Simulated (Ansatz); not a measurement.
# C2H8SSi: how energies converge with the basis set

How large a basis does C2H8SSi need? Two functionals and correlated methods are run in growing sets.

Computed with Ansatz 0.2.0, Gaussian basis. Level: one geometry, several basis sets.

Levels to be run: PBE0-D4/def2-SVP; ωB97M-V/def2-SVP; PBE0-D4/def2-QZVPP; ωB97M-V/def2-QZVPP; CCSD(T)/cc-pV(D+d)Z; CCSD(T)/cc-pV(T+d)Z; CCSD(T)/cc-pV(Q+d)Z; the functionals' def2-TZVPP values are taken from earlier runs.

### Step 1. The relaxed structure

All runs share one geometry, relaxed beforehand with PBE0-D4 in a triple-zeta def2 set.

SMILES `CCS[SiH3]`, 12 atoms, charge 0, spin multiplicity 1.

Atoms are counted from 1 here; the program's logs count them from 0.

Bond lengths: C1–C2 1.515 Å, C1–H5 1.092 Å, C1–H6 1.093 Å, C1–H7 1.092 Å, C2–S3 1.827 Å, C2–H8 1.092 Å, C2–H9 1.092 Å, S3–Si4 2.123 Å, Si4–H10 1.483 Å, Si4–H11 1.488 Å, Si4–H12 1.488 Å. Angles: C2–C1–H5 111.1°, C2–C1–H6 110.1°, C2–C1–H7 111.1°, H5–C1–H6 108.2°, H5–C1–H7 108.1°, H6–C1–H7 108.2°, C1–C2–S3 109.6°, C1–C2–H8 110.7°, C1–C2–H9 110.7°, S3–C2–H8 108.7°, S3–C2–H9 108.7°, H8–C2–H9 108.3°, C2–S3–Si4 99.3°, S3–Si4–H10 106.5°, S3–Si4–H11 111.2°, S3–Si4–H12 111.2°, H10–Si4–H11 110.0°, H10–Si4–H12 110.0° and more.

As a file:

```
C    -0.25477    1.97343    0.68779
C    -0.23959    0.47151    0.49063
S     0.61663    0.06681   -1.07230
Si    0.45238   -2.04920   -1.01518
H     0.76000    2.37305    0.73862
H    -0.76768    2.22480    1.61944
H    -0.77474    2.47164   -0.13287
H    -1.25700    0.07720    0.44463
H     0.28199   -0.02138    1.31386
H     1.10842   -2.55597   -2.24511
H     1.12395   -2.60989    0.18879
H    -0.97269   -2.47700   -0.98431
```

### Step 2. PBE0-D4 in def2-SVP

Input file in.yaml:

```yaml
crystal:
  periodic: [false, false, false]
  atoms:
    - {symbol: C, position_ang: [-0.254772, 1.973428, 0.687789]}
    - {symbol: C, position_ang: [-0.239589, 0.471506, 0.490628]}
    - {symbol: S, position_ang: [0.616632, 0.066815, -1.072300]}
    - {symbol: Si, position_ang: [0.452376, -2.049204, -1.015178]}
    - {symbol: H, position_ang: [0.760003, 2.373048, 0.738621]}
    - {symbol: H, position_ang: [-0.767682, 2.224802, 1.619443]}
    - {symbol: H, position_ang: [-0.774738, 2.471639, -0.132874]}
    - {symbol: H, position_ang: [-1.257000, 0.077196, 0.444626]}
    - {symbol: H, position_ang: [0.281994, -0.021376, 1.313862]}
    - {symbol: H, position_ang: [1.108418, -2.555968, -2.245107]}
    - {symbol: H, position_ang: [1.123952, -2.609888, 0.188794]}
    - {symbol: H, position_ang: [-0.972693, -2.476997, -0.984306]}
basis:
  gaussian: {orbitals: def2-SVP}
hamiltonian: {xc: pbe0, dispersion: d4}
output: {orbitals: {seedname: orbitals}}
```

Started as:

```bash
$ ansatz run in.yaml --threads 2 --pin off --events-out ev --progress --plain --max-ram 32768MiB --backend cpu
```

The runs that follow: ωB97M-V in def2-SVP; PBE0-D4 in def2-QZVPP; ωB97M-V in def2-QZVPP; CCSD(T) in cc-pV(D+d)Z; CCSD(T) in cc-pV(T+d)Z; CCSD(T) in cc-pV(Q+d)Z.

Before running them: what should the planned runs give, taken together? Wanted: MP2 correlation recovered, cc-pV(D+d)Z; MP2 correlation recovered, cc-pV(T+d)Z; MP2 correlation recovered, cc-pV(Q+d)Z; CCSD(T) limit from def2 sets; PBE0-D4: double and triple zeta above quadruple; ωB97M-V: double and triple zeta above quadruple.

As calculated:

| quantity | value |
| --- | --- |
| MP2 correlation recovered, cc-pV(D+d)Z | 71.5 % |
| MP2 correlation recovered, cc-pV(T+d)Z | 89.1 % |
| MP2 correlation recovered, cc-pV(Q+d)Z | 95.5 % |
| CCSD(T) limit from def2 sets (earlier runs) less the limit of this series | -84 meV |
| PBE0-D4: double and triple zeta above quadruple | 9.70, 0.73 eV |
| ωB97M-V: double and triple zeta above quadruple | 9.85, 0.69 eV |

In words: PBE0-D4 gains 8.97 eV from double to triple zeta, then 0.73 eV more. Correlation climbs from 71 % (cc-pV(D+d)Z) to 95 % (cc-pV(Q+d)Z) of the limit; Hartree-Fock is 0.100 eV from its own by then. A limit from the def2 sets, made apart, differs by 84 meV, a least measure of the doubt on such a limit. Total energies overstate the basis error of differences, where much of it tends to cancel. The LUMO of ωB97M-V is positive and keeps falling with the basis (2.55 to 1.52 eV): an unbound level that the basis holds in place.
